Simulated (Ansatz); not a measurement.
## GaH: vertical energies of changing the electron count, step by step

Computed with Ansatz's Python interface.

`gah.xyz`
```text
2

Ga    0.00000    0.00000    0.00000
H     0.00000    0.00000    1.52500
```

Notebook, run cell by cell (the value of a cell's last expression is shown):

In [1]:
```python
import ansatz as az
```

In [2]:
```python
def single_point(molecule, charge=0, unpaired=0):
    calc = molecule.calculation().basis(gaussian="def2-SVP").functional("pbe")
    if charge:
        calc = calc.charge(charge)
    if unpaired:
        calc = calc.spin("collinear", total=unpaired)
    return calc.run().report["free_energy_ev"]
```

In [3]:
```python
mol = az.Crystal.molecule_from_extxyz("gah.xyz")
```

In [4]:
```python
parent = single_point(mol, 0, 0)
cation = single_point(mol, 1, 1)
print(f"E(N)   = {parent:.5f} eV")
print(f"E(N-1) = {cation:.5f} eV  (1 unpaired)")
print(f"vertical ionisation energy {cation - parent:.3f} eV")
```
```text
E(N)   = -52378.26943 eV
E(N-1) = -52369.93601 eV  (1 unpaired)
vertical ionisation energy 8.333 eV
```

At this unrelaxed geometry removing an electron costs 8.33 eV.

What to keep in mind:
- Total energies depend on the basis set; only differences at equal settings carry meaning.
- The geometry is a force-field or estimated start, not a minimum of this method, and the basis set is short of its limit. All parts are taken at fixed geometry, without zero-point energy. At an unrelaxed start these energies can be a whole eV from those at the minimum, and a small affinity can change sign.
- The whole script took 1.4 s on 1 thread of Intel(R) Xeon(R) Platinum 8259CL CPU @ 2.50GHz (Skylake/Cascade Lake), with other jobs on the host, peak memory 0.15 GiB.

(Lines on the test bed's own set-up are left out of the output.)
